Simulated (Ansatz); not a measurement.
# CH3ClGe (SMILES [CH3][Ge][Cl]): functionals against CCSD(T) at one geometry

One table from this session's results is given with a row withheld; the runs are named, their logs left out.

Program: Ansatz 0.2.0, Gaussian basis. Level of theory: single points in def2-TZVPP. These are calculated values, not measurements.

Cores are frozen in the correlated methods. Filled d shells of the heavier atoms are correlated.

## Where the work starts

SMILES `[CH3][Ge][Cl]`, 6 atoms, charge 0, spin multiplicity 1.

Atoms are counted from 1 here; the program's logs count them from 0.

Bond lengths: C1–Ge2 2.041 Å, C1–H4 1.197 Å, C1–H5 1.091 Å, C1–H6 1.184 Å, Ge2–Cl3 2.288 Å. Angles: Ge2–C1–H4 103.8°, Ge2–C1–H5 112.4°, Ge2–C1–H6 111.8°, H4–C1–H5 104.9°, H4–C1–H6 118.2°, H5–C1–H6 105.9°, C1–Ge2–Cl3 93.7°.

Coordinates:

```xyz
6
charge 0, multiplicity 1
C    -0.33180    0.34190   -0.25600
Ge    1.47560    0.08540    0.65570
Cl    1.36550   -2.19810    0.56460
H    -0.38590    1.52110   -0.45390
H    -1.16850    0.13170    0.41220
H    -0.46460   -0.38620   -1.17990
```

The first run:

File run/in.yaml:

```yaml
crystal:
  periodic: [false, false, false]
  atoms:
    - {symbol: C, position_ang: [-0.331800, 0.341900, -0.256000]}
    - {symbol: Ge, position_ang: [1.475600, 0.085400, 0.655700]}
    - {symbol: Cl, position_ang: [1.365500, -2.198100, 0.564600]}
    - {symbol: H, position_ang: [-0.385900, 1.521100, -0.453900]}
    - {symbol: H, position_ang: [-1.168500, 0.131700, 0.412200]}
    - {symbol: H, position_ang: [-0.464600, -0.386200, -1.179900]}
basis:
  gaussian: {orbitals: def2-TZVPP}
correlation: {method: ccsd_t}
output: {forces: true}
```

Command:

```console
$ ansatz run in.yaml --threads 8 --pin off --events-out ev --progress --plain --max-ram 10444MiB
```

Among the steps run: CCSD(T)/def2-TZVPP; PBE0-D4/def2-TZVPP; wB97M-V/def2-TZVPP; r2SCAN-D4/def2-TZVPP; PBE-D4/def2-TZVPP; r2SCANh-D4/def2-TZVPP; revPBE-D4/def2-TZVPP.

One table of the session follows, with a row left open; its other results are not shown here.

```
    method  RMS force component (eV/Å)  angle to CCSD(T) forces (°)  dipole (D)
   CCSD(T)                       1.050                    reference        2.55
   PBE0-D4                       1.052                          1.9        2.63
   wB97M-V                       1.059                          2.7        2.71
 r2SCAN-D4                       1.036                          2.2        2.52
    PBE-D4                       0.942                          7.4        2.42
r2SCANh-D4                           ?                            ?           ?
 revPBE-D4                       0.922                          9.5        2.42
```

**Question.** Estimate the row for r2SCANh-D4.

**Answer.** RMS force component (eV/Å): 1.067; angle to CCSD(T) forces (°): 2.0; dipole (D): 2.59. In the column «RMS force component (eV/Å)» it is the highest.

Caveats from the session: CCSD(T) in triple zeta still lacks some correlation energy of the bonds, so part of these gaps is its own basis error and they don't rank the functionals.
